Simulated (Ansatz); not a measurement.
# CH8N3NbO: basis-set convergence

An exercise on one series of results from a longer session: the logs are not shown, and one member is left open.

Method: one geometry, several basis sets; program: Ansatz 0.2.0, Gaussian basis.

Levels to be run: PBE0-D4/def2-SVP; ωB97M-V/def2-SVP; PBE0-D4/def2-QZVPP; ωB97M-V/def2-QZVPP; the functionals' def2-TZVPP values are taken from earlier runs.

### The relaxed structure

An earlier PBE0-D4 in a triple-zeta def2 set relaxation fixed the geometry. Nb takes the def2 core potential; no spin-orbit term is included.

SMILES `C[O][Nb](=[NH])([NH2])[NH2]`, 14 atoms, charge 0, spin multiplicity 1.

Atoms are counted from 1 here; the program's logs count them from 0.

Bond lengths: C1–O2 1.392 Å, C1–H7 1.095 Å, C1–H8 1.095 Å, C1–H9 1.095 Å, O2–Nb3 1.895 Å, Nb3–N4 1.751 Å, Nb3–N5 1.988 Å, Nb3–N6 1.988 Å, N4–H10 1.008 Å, N5–H11 1.008 Å, N5–H12 1.010 Å, N6–H13 1.010 Å, N6–H14 1.008 Å. Angles: O2–C1–H7 110.1°, O2–C1–H8 110.1°, O2–C1–H9 111.3°, H7–C1–H8 108.3°, H7–C1–H9 108.5°, H8–C1–H9 108.5°, C1–O2–Nb3 149.1°, O2–Nb3–N4 114.1°, O2–Nb3–N5 109.2°, O2–Nb3–N6 109.2°, N4–Nb3–N5 105.7°, N4–Nb3–N6 105.7°, N5–Nb3–N6 112.9°, Nb3–N4–H10 172.1°, Nb3–N5–H11 125.6°, Nb3–N5–H12 124.4°, H11–N5–H12 109.9°, Nb3–N6–H13 124.4° and more.

Set-up of the first run:

The input, in.yaml:

```yaml
crystal:
  periodic: [false, false, false]
  atoms:
    - {symbol: C, position_ang: [-0.508850, -0.147585, 2.487346]}
    - {symbol: O, position_ang: [-0.463816, -0.395653, 1.118356]}
    - {symbol: Nb, position_ang: [0.164562, 0.090983, -0.601676]}
    - {symbol: N, position_ang: [1.189114, 1.511349, -0.612845]}
    - {symbol: N, position_ang: [-1.385669, 0.537466, -1.763225]}
    - {symbol: N, position_ang: [1.280634, -1.382712, -1.332667]}
    - {symbol: H, position_ang: [-0.123996, -1.011971, 3.039327]}
    - {symbol: H, position_ang: [-1.542261, 0.030375, 2.804044]}
    - {symbol: H, position_ang: [0.091240, 0.729031, 2.753671]}
    - {symbol: H, position_ang: [1.759037, 2.332608, -0.481597]}
    - {symbol: H, position_ang: [-1.491330, 1.383055, -2.300998]}
    - {symbol: H, position_ang: [-2.162119, -0.083862, -1.942166]}
    - {symbol: H, position_ang: [0.968003, -2.338015, -1.435570]}
    - {symbol: H, position_ang: [2.212550, -1.284368, -1.703101]}
basis:
  gaussian: {orbitals: def2-SVP}
hamiltonian: {xc: pbe0, dispersion: d4}
output: {orbitals: {seedname: orbitals}}
```

Started as:

```console
$ ansatz run in.yaml --threads 4 --pin off --events-out ev --progress --plain --max-ram 11315MiB
```

Among the steps run: PBE0-D4 in def2-SVP; ωB97M-V in def2-SVP; PBE0-D4 in def2-QZVPP; ωB97M-V in def2-QZVPP.

One of the session's tables, all rows but one given; the rest of the session is left out.

It belongs to the step «Functionals by basis». 

| functional | basis | HOMO (eV) | LUMO (eV) |
| --- | --- | --- | --- |
| PBE0-D4 | def2-SVP | -6.60 | 0.14 |
| PBE0-D4 | def2-TZVPP | -6.79 | -0.09 |
| PBE0-D4 | def2-QZVPP | -6.85 | -0.16 |
| ωB97M-V | def2-SVP | -8.89 | 1.43 |
| ωB97M-V | def2-TZVPP | -9.09 | 1.11 |
| ωB97M-V | def2-QZVPP | ? | ? |

Estimate the missing values for ωB97M-V, def2-QZVPP.

The run gave: HOMO (eV): -9.14; LUMO (eV): 0.61. In the column «HOMO (eV)» it is the lowest.
